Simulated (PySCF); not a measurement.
# C₃H₉ClSSi₂: electronic excitations

Aim: predict the electronic excitations of C₃H₉ClSSi₂ (`C/C=C\[SiH2]S[SiH2]Cl`).

Computed with PySCF 2.14.0, with density-fitted response routines of our own, on a single molecule in the gas phase. Atoms are numbered from 0 throughout.

## 1. The molecule as given

16 atoms, charge 0, multiplicity 1; geometry from: GFN2-xTB.

Bonds of the start (Å): C0–C1 1.49, C1–C2 1.33, C2–Si3 1.88, Si3–S4 2.18, S4–Si5 2.13, Si5–Cl6 2.02, C0–H7 1.09, C0–H8 1.08, C0–H9 1.09, C1–H10 1.09, C2–H11 1.09, Si3–H12 1.46, Si3–H13 1.46, Si5–H14 1.45, Si5–H15 1.45.

## 2. Ultraviolet spectrum: wB97X-D/def2-SVPD

The job: settings as JSON, then the geometry in Å.

```
{"job": {"kind": "uv", "xc": "wB97X-D", "basis": "def2-SVPD", "nstates": 8, "ntriplets": 3}, "charge": 0, "multiplicity": 1}
C     -1.467769     0.633049     1.242801
C     -1.700513    -0.417972     0.215328
C     -1.118168    -0.506823    -0.976074
Si     0.185810     0.605419    -1.741491
S      2.113333    -0.398815    -1.576501
Si     2.377179    -0.740061     0.511637
Cl     2.283116     0.971281     1.575027
H     -1.119896     0.175267     2.168773
H     -0.734920     1.363124     0.915893
H     -2.403917     1.144794     1.466821
H     -2.429072    -1.168129     0.507651
H     -1.404058    -1.344633    -1.604090
H      0.348108     1.923882    -1.139258
H      0.027724     0.684983    -3.186872
H      1.324889    -1.616820     1.001942
H      3.710554    -1.299602     0.607001
```

Level: TDDFT wB97X-D/def2-SVPD, vertical, gas phase, core orbitals frozen in the response.

The run is started by

```bash
> OMP_NUM_THREADS=1 python probes_run.py task.json out
```

The driver reads the jobs from task.json and runs them one after another.

Predict these results of the whole session: lowest singlet (wB97X-D/def2-SVPD); brightest single state of those computed; lowest triplet.

As calculated:

| quantity | value |
| --- | --- |
| lowest singlet (wB97X-D/def2-SVPD) | 5.87 eV (211 nm), f = 0.040 |
| brightest single state of those computed | state 3, 6.57 eV, f = 0.269 |
| lowest triplet | 4.29 eV |

The lowest singlet, at 5.87 eV, is HOMO→LUMO 0.88 and is weak; of the 8 states computed, the strongest absorption comes from state 3 at 6.57 eV. The lowest triplet lies 1.59 eV below the lowest singlet (triplets in Tamm-Dancoff, singlets in full TDDFT).
